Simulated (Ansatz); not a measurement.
**CH3BFGa: small, medium and large basis sets**

An exercise on one series of results from a longer session: the logs are not shown, and one member is left open.

The runs use Ansatz 0.2.0, Gaussian basis; one geometry, several basis sets.

The runs, in order: PBE0-D4/def2-SVP; ωB97M-V/def2-SVP; PBE0-D4/def2-QZVPP; ωB97M-V/def2-QZVPP; the functionals' def2-TZVPP values are taken from earlier runs.

**Structure used throughout**

All runs share one geometry, relaxed beforehand with PBE0-D4 in a triple-zeta def2 set.

7 atoms, charge 0, spin multiplicity 1.

Atoms are counted from 1 here; the program's logs count them from 0.

Bond lengths: F1–B3 1.343 Å, Ga2–C4 2.083 Å, B3–C4 1.511 Å, B3–H5 1.204 Å, C4–H6 1.098 Å, C4–H7 1.095 Å. Angles: F1–B3–C4 120.2°, F1–B3–H5 115.6°, C4–B3–H5 124.0°, Ga2–C4–B3 112.2°, Ga2–C4–H6 98.9°, Ga2–C4–H7 101.7°, B3–C4–H6 115.5°, B3–C4–H7 115.2°, H6–C4–H7 111.2°.

Set-up of the first run:

File in.yaml:

```yaml
crystal:
  periodic: [false, false, false]
  atoms:
    - {symbol: F, position_ang: [-1.344497, -0.791630, -1.179325]}
    - {symbol: Ga, position_ang: [0.554873, -0.915696, 1.958329]}
    - {symbol: B, position_ang: [-0.137837, -0.276567, -0.890101]}
    - {symbol: C, position_ang: [0.094028, 0.421899, 0.429941]}
    - {symbol: H, position_ang: [0.727325, -0.494727, -1.697902]}
    - {symbol: H, position_ang: [-0.790205, 0.893997, 0.877480]}
    - {symbol: H, position_ang: [0.957515, 1.094723, 0.455877]}
basis:
  gaussian: {orbitals: def2-SVP}
hamiltonian: {xc: pbe0, dispersion: d4}
output: {orbitals: {seedname: orbitals}}
```

Steps of the session up to this table: PBE0-D4 in def2-SVP; ωB97M-V in def2-SVP; PBE0-D4 in def2-QZVPP; ωB97M-V in def2-QZVPP.

One table of the session follows, with a row left open; its other results are not shown here.

It belongs to the step «Density functionals: the series». 

```
functional       basis  HOMO (eV)  LUMO (eV)
   PBE0-D4    def2-SVP      -6.21      -1.79
   PBE0-D4  def2-TZVPP      -6.23      -1.80
   PBE0-D4  def2-QZVPP          ?          ?
   ωB97M-V    def2-SVP      -8.20      -0.01
   ωB97M-V  def2-TZVPP      -8.23      -0.06
   ωB97M-V  def2-QZVPP      -8.27      -0.21
```

**Question.** Estimate the row for PBE0-D4, def2-QZVPP.

The run gave: HOMO (eV): -6.26; LUMO (eV): -1.85. In the column «HOMO (eV)» it lies between ωB97M-V, def2-SVP (-8.20) and PBE0-D4, def2-TZVPP (-6.23).
